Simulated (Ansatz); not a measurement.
# Au: the cost of one run

Computed with Ansatz 0.2.0 (DFT LDA, scalar-relativistic, plane waves, PAW, unless a step's input says otherwise).

## Step 1: The system as given

Symmetry: Fm-3m, No. 225, cubic system. Conventional cell: a = 4.050 Å, b = 4.050 Å, c = 4.050 Å, α = 90.00°, β = 90.00°, γ = 90.00°. Au (site symmetry m-3m) has 12 Au at 2.86 Å as nearest neighbours.

As a file:

```xyz
1
Lattice="0.0000 2.0250 2.0250 2.0250 0.0000 2.0250 2.0250 2.0250 0.0000" Properties=species:S:1:pos:R:3 pbc="T T T"
Au    0.0000    0.0000    0.0000
```

## Step 2: Relaxing cell and atoms: Au, no spin

The input, input.yaml:

```yaml
crystal:
  lattice:
    - [0.0, 2.025, 2.025]
    - [2.025, 0.0, 2.025]
    - [2.025, 2.025, 0.0]
  atoms:
    - { symbol: Au, position: [0.0, 0.0, 0.0] }
scf:
  occupations: { method: methfessel_paxton, width: 0.1 }
output:
  forces: true
  stress: true
  eigenvalues: true
hamiltonian:
  xc: lda
kpoints:
  mp_grid: { grid: [20, 20, 20] }
relax:
  f_tol: 0.005
  adjacent_minimum: "off"
  cell: { stress_tol: 0.02 }
```

The run is started by

```console
> ansatz run input.yaml --threads 8 --pin off --max-ram 24576MiB --backend cpu --events-out ev --progress --plain --runs-dir out
```

**Question.** How long does this run take on 8 threads of Intel Xeon Platinum 8488C (Sapphire Rapids), shared host, and how much memory does it need?

About 1.8 s, with a peak of 0.41 GiB.
